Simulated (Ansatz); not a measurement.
## H4P (charge +1), SMILES [PH4+]: energies of removing a hydrogen, step by step

Computed with Ansatz 0.2.0, Python API.

Notebook, run cell by cell (the value of a cell's last expression is shown):

**Cell 1**
```python
import ansatz as az
```

**Cell 2**
```python
def energy_of(molecule, charge=0, unpaired=0):
    calc = (
        molecule.calculation()
        .basis(gaussian="STO-3G")
        .functional("r2scan0")
    )
    if charge:
        calc = calc.charge(charge)
    if unpaired:
        calc = calc.spin("collinear", total=unpaired)
    return calc.run(threads=1, pin="off").report["free_energy_ev"]

def without(molecule, index):
    rest = az.Crystal.molecule()
    for i, site in enumerate(molecule.cartesian_sites):
        if i != index:
            rest = rest.atom(site.symbol, site.position_ang)
    return rest
```

**Cell 3**
```python
geometry_ang = [
    ("P", (0.0, 0.0, 0.0)),
    ("H", (-0.7562, -0.8877, -0.7944)),
    ("H", (0.3454, -0.6322, 1.2132)),
    ("H", (-0.7639, 1.1547, 0.2722)),
    ("H", (1.1747, 0.3653, -0.691)),
]
geometry = az.Crystal.molecule()
for symbol, xyz in geometry_ang:
    geometry = geometry.atom(symbol, xyz)

whole = energy_of(geometry, 1)
hydrogen = energy_of(az.Crystal.molecule().atom("H", (0, 0, 0)), 0, 1)
print(f"E(molecule) = {whole:.5f} eV, E(H) = {hydrogen:.5f} eV")
for index in [4]:
    radical = energy_of(without(geometry, index), 1, 1)
    print(f"H{index}: homolysis {23.060548 * (radical + hydrogen - whole):.1f} kcal/mol")
```
Output:
```text
E(molecule) = -9241.78184 eV, E(H) = -12.69384 eV
H4: homolysis 124.8 kcal/mol
```

The settings weren't tested for convergence. The geometry is a force-field or estimated start, not a minimum of this method, and the basis set is short of its limit. All parts are taken at fixed geometry, without zero-point energy. The whole script took 2.4 s on 1 thread of Arm Neoverse V1, with other jobs on the host, peak memory 0.16 GiB.

(Lines on the test bed's own set-up are left out of the output.)
